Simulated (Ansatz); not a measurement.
# C2H3FSn: one species, many methods

The task here is to estimate one member of a computed series from the others.

Method: functionals in def2-TZVPP, the program's frozen cores in correlated methods; program: Ansatz 0.2.0, Gaussian basis.

The runs, in order: LDA (SPW92), PBE-D4, revPBE-D4, BLYP-D4, r2SCAN-D4, B97M-V, PBE0-D4, B3LYP-D4, r2SCANh-D4, r2SCAN0-D4, HSE06-D4, BHLYP-D4, CAM-B3LYP-D4, LC-ωPBE, ωB97X-V, ωB97M-V, B2PLYP, PBE-QIDH; CCSD(T)/def2-SVP; CCSD(T)/def2-TZVPP; MP2/def2-QZVPP; extrapolation to the limit; RPA on PBE.

1 further run of the same task is left out (for a known fault of the program).

## The relaxed structure

All runs share one geometry, relaxed beforehand with PBE0-D4 in a triple-zeta def2 set. Sn takes the def2 core potential; no spin-orbit term is included.

SMILES `F[C]1=[CH][SnH2]1`, 7 atoms, charge 0, spin multiplicity 1.

Atoms are counted from 1 here; the program's logs count them from 0.

Bond lengths: F1–C2 1.327 Å, C2–C3 1.320 Å, C2–Sn4 2.082 Å, C3–Sn4 2.121 Å, C3–H5 1.084 Å, Sn4–H6 1.699 Å, Sn4–H7 1.699 Å. Angles: F1–C2–C3 132.5°, F1–C2–Sn4 154.1°, C3–C2–Sn4 73.3°, C2–C3–Sn4 70.1°, C2–C3–H5 136.7°, Sn4–C3–H5 153.3°, C2–Sn4–C3 36.6°, C2–Sn4–H6 120.9°, C2–Sn4–H7 120.9°, C3–Sn4–H6 120.2°, C3–Sn4–H7 120.2°, H6–Sn4–H7 115.2°.

The first run:

Contents of in.yaml:

```yaml
crystal:
  periodic: [false, false, false]
  atoms:
    - {symbol: F, position_ang: [0.934348, -1.531265, 1.585198]}
    - {symbol: C, position_ang: [0.445675, -0.729489, 0.647623]}
    - {symbol: C, position_ang: [0.477930, -0.774924, -0.671581]}
    - {symbol: Sn, position_ang: [-0.578149, 0.950343, -0.033032]}
    - {symbol: H, position_ang: [0.885877, -1.435249, -1.427863]}
    - {symbol: H, position_ang: [-2.276831, 0.977989, -0.076911]}
    - {symbol: H, position_ang: [0.172349, 2.474693, -0.069132]}
basis:
  gaussian: {orbitals: def2-TZVPP}
hamiltonian: {xc: lda}
output: {orbitals: {seedname: orbitals}}
```

Started as:

```console
ansatz run in.yaml --threads 2 --pin off --events-out ev --progress --plain --max-ram 4352MiB
```

Among the steps run: LDA; PBE-D4 (GGA); revPBE-D4 (GGA); BLYP-D4 (GGA); r2SCAN-D4 (meta-GGA); B97M-V (meta-GGA); B3LYP-D4 (hybrid); r2SCANh-D4 (hybrid); r2SCAN0-D4 (hybrid); HSE06-D4 (hybrid); BHLYP-D4 (hybrid); CAM-B3LYP-D4 (range-separated); LC-ωPBE (range-separated); ωB97X-V (range-separated); ωB97M-V (range-separated); B2PLYP (double hybrid); PBE-QIDH (double hybrid).

One of the session's tables, all rows but one given; the rest of the session is left out.

It belongs to the step «Frontier levels by functional». 

```
  functional  HOMO (eV)  gap (eV)
 LDA (SPW92)      -6.28      4.36
      PBE-D4      -6.11      4.37
   revPBE-D4          ?         ?
     BLYP-D4      -5.99      4.32
   r2SCAN-D4      -6.34      4.81
      B97M-V      -6.37      4.70
     PBE0-D4      -7.20      6.19
    B3LYP-D4      -7.02      5.77
  r2SCANh-D4      -6.74      5.48
  r2SCAN0-D4      -7.36      6.47
    HSE06-D4      -6.80      5.43
    BHLYP-D4      -8.20      7.89
CAM-B3LYP-D4      -8.48      8.34
     LC-ωPBE      -9.70     10.65
     ωB97X-V      -9.40     10.24
     ωB97M-V      -9.30      9.89
```

**Question.** Estimate the row for revPBE-D4.

The run gave: HOMO (eV): -6.04; gap (eV): 4.39. In the column «HOMO (eV)» it lies between PBE-D4 (-6.11) and BLYP-D4 (-5.99).
